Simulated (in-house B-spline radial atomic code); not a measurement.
# Be⁺: ionisation energy by several methods

One table from this session's results is given with a row withheld; the runs are named, their logs left out.

Method: scalar-relativistic (X2C), several functionals, spin-polarised; spherical all-electron atom at the radial basis limit. Code: in-house B-spline radial atomic code version 1.

### What is computed

| Property | Result |
| --- | --- |
| element | beryllium (Z = 4) |
| charge | +1 |
| electrons | 3 |
| configuration | [He] 2s1 |
| nucleus | Fermi, rms radius 2.519 fm |

Outer shells as boxes (Hund's rule):

[He] 2s1
```
[He] core
2s [↑ ]
```

Where spins are not typed, each open shell is filled with up spins first.

The first run:

Settings of the run:

```ini
Z = 4
electrons = 3.0
configuration = [He] 2s1
hamiltonian = x2c
method = pbe0
spin_polarised = True
nucleus = fermi
rms_radius = 2.519
mass_number = 9
atomic_mass = 9.012183062
speed_of_light = 137.035999084
```

Among the steps run: PBE0, a global hybrid; revTPSS, a meta-GGA; exchange-only LDA; OLYP, a GGA; CAM-B3LYP, a range-separated hybrid; PBE, a GGA; BP86, a GGA; PBEsol, a GGA; LC-ωPBE, a range-separated hybrid; fractional-occupation HF.

One of the session's tables, all rows but one given; the rest of the session is left out.

| method | ΔSCF (eV) |
| --- | --- |
| exchange-only LDA | 17.642 |
| OLYP | 18.578 |
| PBE | 18.500 |
| BP86 | 18.391 |
| PBEsol | 18.288 |
| revTPSS | 18.346 |
| PBE0 | ? |
| CAM-B3LYP | 18.614 |
| LC-ωPBE | 18.538 |
| fractional-occupation HF | 18.130 |

**Question.** Estimate the row for PBE0.

As computed: ΔSCF (eV): 18.460. In the column «ΔSCF (eV)» it lies between BP86 (18.391) and PBE (18.500).

To keep in mind: Meta-GGA runs start from a PBE run whose iterations are not counted.
